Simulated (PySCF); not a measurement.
# GeH₅⁻: singlet, from a trigonal bipyramidal start

Aim: relax GeH₅⁻ as a singlet from a trigonal bipyramidal start, check by its vibrations whether the end is a minimum, and collect its spectrum and constants.

The runs use PySCF 2.14.0; PBE0, basis Ge def2-TZVPD, H def2-TZVPD, no relativity, density fitting.

## 1. The system as given

6 atoms, charge -1, spin multiplicity 1.

Bond lengths: Ge1–H2 1.530 Å, Ge1–H3 1.530 Å, Ge1–H4 1.530 Å, Ge1–H5 1.530 Å, Ge1–H6 1.530 Å. Angles: H2–Ge1–H3 180.0°, H2–Ge1–H4 90.0°, H2–Ge1–H5 90.0°, H2–Ge1–H6 90.0°, H3–Ge1–H4 90.0°, H3–Ge1–H5 90.0°, H3–Ge1–H6 90.0°, H4–Ge1–H5 120.0°, H4–Ge1–H6 120.0°, H5–Ge1–H6 120.0°.

```xyz
6
charge -1 multiplicity 1
Ge    0.0000    0.0000    0.0000
H     0.0000    0.0000    1.5300
H     0.0000    0.0000   -1.5300
H     1.5300    0.0000    0.0000
H    -0.7650    1.3250    0.0000
H    -0.7650   -1.3250    0.0000
```

## 2. Finding the electronic state

One driver script runs all steps and calls PySCF; scf.py shows how it sets up the SCF of each step. The optimiser is the driver's own. After this first run the driver tries any further starts and a stability analysis.

Input file scf.py:

```python
from pyscf import gto, scf, dft
mol = gto.M(atom='''
Ge     0.000000     0.000000     0.000000
H      0.000000     0.000000     1.530000
H      0.000000     0.000000    -1.530000
H      1.530000     0.000000     0.000000
H     -0.765000     1.325000     0.000000
H     -0.765000    -1.325000     0.000000''',
    basis={'Ge': 'def2-TZVPD', 'H': 'def2-TZVPD'},
    charge=-1, spin=0)
mf = dft.RKS(mol, xc='PBE0')
mf.grids.atom_grid = (50, 194)
aux = {'Ge': 'def2-universal-JKFIT', 'H': 'def2-universal-JKFIT'}
mf = mf.density_fit(auxbasis=aux)
mf.conv_tol = 1e-08
mf.diis_space = 10
mf.max_cycle = 60
mf.init_guess = 'minao'
mf.verbose = 4
mf.kernel()
```

Run with:

```sh
OMP_NUM_THREADS=4 python axn.py task.json out
```

Standard output:

```text
init E= -2078.91433827095
  HOMO = -0.198392149575879  LUMO = -0.0114158840760554  gap/eV = 5.08788
cycle= 1 E= -2079.6101309851  delta_E= -0.696  |g|= 0.582  |ddm|= 2.06
  HOMO = 0.063611237307275  LUMO = 0.179810460221753  gap/eV = 3.16194
cycle= 2 E= -2079.63060016588  delta_E= -0.0205  |g|= 0.555  |ddm|= 1.18
  HOMO = 0.0371245033588865  LUMO = 0.171291662200116  gap/eV = 3.65087
cycle= 3 E= -2079.65006873368  delta_E= -0.0195  |g|= 0.0386  |ddm|= 0.369
  HOMO = 0.0228229200486521  LUMO = 0.16597890172865  gap/eV = 3.89547
cycle= 4 E= -2079.65046753959  delta_E= -0.000399  |g|= 0.0144  |ddm|= 0.0589
  HOMO = 0.0233549833346318  LUMO = 0.166038145381042  gap/eV = 3.88261
cycle= 5 E= -2079.65051184091  delta_E= -4.43e-05  |g|= 0.00137  |ddm|= 0.0202
  HOMO = 0.0231797221841763  LUMO = 0.165900373515266  gap/eV = 3.88363
cycle= 6 E= -2079.65051232113  delta_E= -4.8e-07  |g|= 7.32e-05  |ddm|= 0.00414
  HOMO = 0.0231600931971396  LUMO = 0.165892026614714  gap/eV = 3.88393
cycle= 7 E= -2079.65051232399  delta_E= -2.86e-09  |g|= 2.2e-05  |ddm|= 0.000426
  HOMO = 0.0231586575556211  LUMO = 0.165889758920417  gap/eV = 3.88391
Extra cycle  E= -2079.65051232421  delta_E= -2.21e-10  |g|= 1.57e-05  |ddm|= 9.96e-05
converged SCF energy = -2079.65051232421
```

This step, with its further starts and checks, took 1.6 s on 4 threads of AMD EPYC 9R45 (Zen 5), shared host.

The test of internal stability found no lower closed-shell solution.

## 3. Relaxing the singlet from the trigonal bipyramidal start

The program finds D3h symmetry in the start, which this walk keeps. Threshold on the gradient: 0.0003 Eh/bohr, with a further test on the energy change.

Changes to scf.py since step 2:

```diff
@@ -6,3 +6,3 @@
-H      1.530000     0.000000     0.000000
-H     -0.765000     1.325000     0.000000
-H     -0.765000    -1.325000     0.000000''',
+H      1.529989     0.000000     0.000000
+H     -0.764995     1.325009     0.000000
+H     -0.764995    -1.325009     0.000000''',
@@ -18 +17,0 @@
-mf.init_guess = 'minao'
```

Energy and gradient, step by step:

| step | energy (Eh) | change (kJ/mol) | largest symmetric gradient (Eh/bohr) |
| --- | --- | --- | --- |
| 0 | -2079.650512 | 0.00 | 0.04487 |
| 1 | -2079.665194 | -38.55 | 0.01803 |
| 2 | -2079.668018 | -45.96 | 0.00639 |
| 3 | -2079.668449 | -47.09 | 0.00236 |
| 4 | -2079.668602 | -47.50 | 0.00198 |
| 5 | -2079.668662 | -47.65 | 0.00073 |
| 6 | -2079.668668 | -47.67 | 0.00018 |
| 7 | -2079.668669 | -47.67 | 0.00002 |

The walk took 5.7 s.

End point (D3h, 7 steps, 47.7 kJ/mol gained): Ge–H 1.584 Å (×3), Ge–H 1.726 Å (×2); H–Ge–H 90.0° (×6), H–Ge–H 120.0° (×3), H–Ge–H 180.0°.

## 4. Vibrations and properties at this point

On the finer grid the gradient is checked again; gradients at displacements of ±0.02 bohr then give force constants and infrared intensities.

Changes to scf.py since step 3:

```diff
@@ -3,6 +3,6 @@
-Ge     0.000000     0.000000     0.000000
-H      0.000000     0.000000     1.530000
-H      0.000000     0.000000    -1.530000
-H      1.529989     0.000000     0.000000
-H     -0.764995     1.325009     0.000000
-H     -0.764995    -1.325009     0.000000''',
+Ge     0.000000     0.000000    -0.000000
+H      0.000000     0.000000     1.725826
+H     -0.000000    -0.000000    -1.725826
+H      1.584244    -0.000000    -0.000000
+H     -0.792122     1.371996    -0.000000
+H     -0.792122    -1.371996     0.000000''',
@@ -12 +12 @@
-mf.grids.atom_grid = (50, 194)
+mf.grids.atom_grid = (75, 302)
@@ -15 +15 @@
-mf.conv_tol = 1e-08
+mf.conv_tol = 1e-10
```

The driver hands on the density of the step before, so the log starts near convergence.

Log of the central SCF (cycles and frontier levels):

```text
init E= -2079.66860222509
  HOMO = 0.00767673606174046  LUMO = 0.15720592060289  gap/eV = 4.06890
cycle= 1 E= -2079.66860222509  delta_E= 2.73e-12  |g|= 5.42e-06  |ddm|= 5.18e-06
  HOMO = 0.00767646613186024  LUMO = 0.157205760916561  gap/eV = 4.06890
Extra cycle  E= -2079.66860222509  delta_E= 5.46e-12  |g|= 6.75e-06  |ddm|= 6.28e-06
converged SCF energy = -2079.66860222509
```

The whole step took 13 s.

Geometry: D3h; Ge–H 1.584 Å (×3), Ge–H 1.726 Å (×2); H–Ge–H 90.0° (×6), H–Ge–H 120.0° (×3), H–Ge–H 180.0°.

Modes, for the most abundant isotopes:

| symmetry | ω (cm⁻¹) | IR (km/mol) | μ (u) | type |
| --- | --- | --- | --- | --- |
| e' | 511 | 7.9 | 1.01 | bend |
| a2'' | 810 | 1381 | 1.07 | bend |
| e' | 882 | 802 | 1.05 | bend |
| e'' | 1094 | 0.0 | 1.01 | bend |
| a1' | 1182 | 0.0 | 1.01 | stretch |
| a2'' | 1330 | 1508 | 1.01 | stretch |
| e' | 1877 | 1019 | 1.02 | stretch |
| a1' | 1888 | 0.0 | 1.01 | stretch |

Every mode is real; the point is a minimum.

Properties at this point:

* Dipole moment about the centre of mass: 0.00 D
* Highest occupied level: 0.21 eV
* Lowest empty level: 4.28 eV
* Rotational constants: 2.221, 1.721, 1.721 cm⁻¹
* Zero-point energy: 83.4 kJ/mol
* Principal polarisabilities: 56.7, 56.7, 81.9 bohr³
* Principal traceless quadrupole moments about the centre of mass: -10.60, 5.30, 5.30 D Å
* Entropy at 298.15 K and 1 bar: 232.6 J/(mol K)
* Heat capacity Cp at 298.15 K: 54.7 J/(mol K)
* Enthalpy at 298.15 K above 0 K: 11.77 kJ/mol
* Rotational symmetry number: 6

Charges (e) and bond orders:

```json
{"atom": "Ge1", "Mulliken": "-1.31", "Löwdin": "0.05", "polar tensor": "1.44", "Mayer order to Ge1": "–"}
{"atom": "H2,3", "Mulliken": "0.07", "Löwdin": "-0.22", "polar tensor": "-0.63", "Mayer order to Ge1": "0.92"}
{"atom": "H4,5,6", "Mulliken": "0.06", "Löwdin": "-0.20", "polar tensor": "-0.39", "Mayer order to Ge1": "0.93"}
```

Mulliken populations on Ge1: s 7.52, p 15.04, d 10.73, f 0.02.

## 5. Outcome

| quantity | value |
| --- | --- |
| minimum | singlet, D3h |
| geometry | Ge–H 1.584 Å (×3), Ge–H 1.726 Å (×2); H–Ge–H 90.0° (×6), H–Ge–H 120.0° (×3), H–Ge–H 180.0° |
| wavenumbers (cm⁻¹) | 511 (e'), 810 (a2''), 882 (e'), 1094 (e''), 1182 (a1'), 1330 (a2''), 1877 (e'), 1888 (a1') |
| dipole moment (centre of mass) | 0.00 D |
| highest occupied, lowest empty level | 0.21, 4.28 eV |
| polar-tensor charge of Ge1 | +1.44 e |
| zero-point energy | 83.4 kJ/mol |
| entropy at 298.15 K | 232.6 J/(mol K) |

In words: The trigonal bipyramidal start keeps its D3h symmetry and ends in a minimum. The strongest infrared band lies at 1330 cm⁻¹ (a2'', stretch). Only this shape and spin were tried, so other structures or states may lie lower. A highest occupied level above zero is common for anions with such functionals; it warns that the extra electron is poorly described.

The anion's highest level is positive in at least one run, so there the basis alone may hold the extra electron.

The search up to here took 20 s.
